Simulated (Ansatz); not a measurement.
# WF (quartet): from Hartree-Fock to the top rungs, def2-TZVPP

The task here is to estimate one member of a computed series from the others.

Method: def2-TZVPP, core rule «outside noble gas», up to 5 orbitals frozen; program: Ansatz 0.2.0, Gaussian basis.

The runs, in order: UHF; CCSD(T) on ROHF; CCSD(T) on UHF; CCSDT(Q) on ROHF; CCSDT(Q) on UHF.

15 further runs of the same task are left out: 9 for a known fault of the program, 1 that didn't finish, 5 set aside as unsound or not needed.

### What is computed

The geometry is a PBE0/def2-TZVP stationary point (not a proven minimum) of the parent state, kept for this charge and spin. No spin-orbit coupling is included. Elements past krypton take def2 core potentials.

2 atoms, charge 0, spin multiplicity 4.

Atoms are counted from 1 here; the program's logs count them from 0.

Bond lengths: W1–F2 1.828 Å.

Coordinates:

```xyz
2
charge 0, multiplicity 4
W     0.00000    0.00000    0.00000
F     0.00000    0.00000    1.82792
```

The first run:

in.yaml

```yaml
crystal:
  periodic: [false, false, false]
  atoms:
    - {symbol: W, position_ang: [0.000000, 0.000000, 0.000000]}
    - {symbol: F, position_ang: [0.000000, 0.000000, 1.827922]}
basis:
  gaussian: {orbitals: def2-TZVPP}
magnetization: {spin_polarized: true, initial_magnetization: 3}
hamiltonian: {xc: hf}
output: {orbitals: {seedname: orbitals}}
```

On the command line:

```
> ansatz run in.yaml --threads 1 --pin off --events-out ev --progress --plain --max-ram 2816MiB --backend cpu
```

Among the steps run: UHF; CCSD(T) on ROHF; CCSD(T) on UHF; CCSDT(Q) on ROHF; CCSDT(Q) on UHF.

One of the session's tables, all rows but one given; the rest of the session is left out.

```
   method  from RCCSDT(Q) (kJ/mol)
     ROHF                  +1076.5
      UHF                  +1027.1
     RMP2                    +76.9
     UMP2                    +81.5
    RCCSD                    +51.5
    UCCSD                    +42.5
 RCCSD(T)                     +6.1
 UCCSD(T)                        ?
   RCCSDT                     +1.8
   UCCSDT                     -4.9
RCCSDT(Q)                        0
UCCSDT(Q)                     -8.1
```

Q: Estimate the row for UCCSD(T) from the others.

As computed: from RCCSDT(Q) (kJ/mol): -0.4. In the column «from RCCSDT(Q) (kJ/mol)» it lies between UCCSDT (-4.9) and RCCSDT(Q) (0).

Limits of these values: The determinant is far from a pure spin state, so its energy mixes those of several spin states (harmless only where they are near-degenerate, as at dissociation). Warnings: spin contamination; coupled cluster took another determinant than the lowest. Restricted and unrestricted rows rest on different reference determinants; where their highest levels disagree by more than a few hundredths of an eV, they describe different states and don't form one ladder.
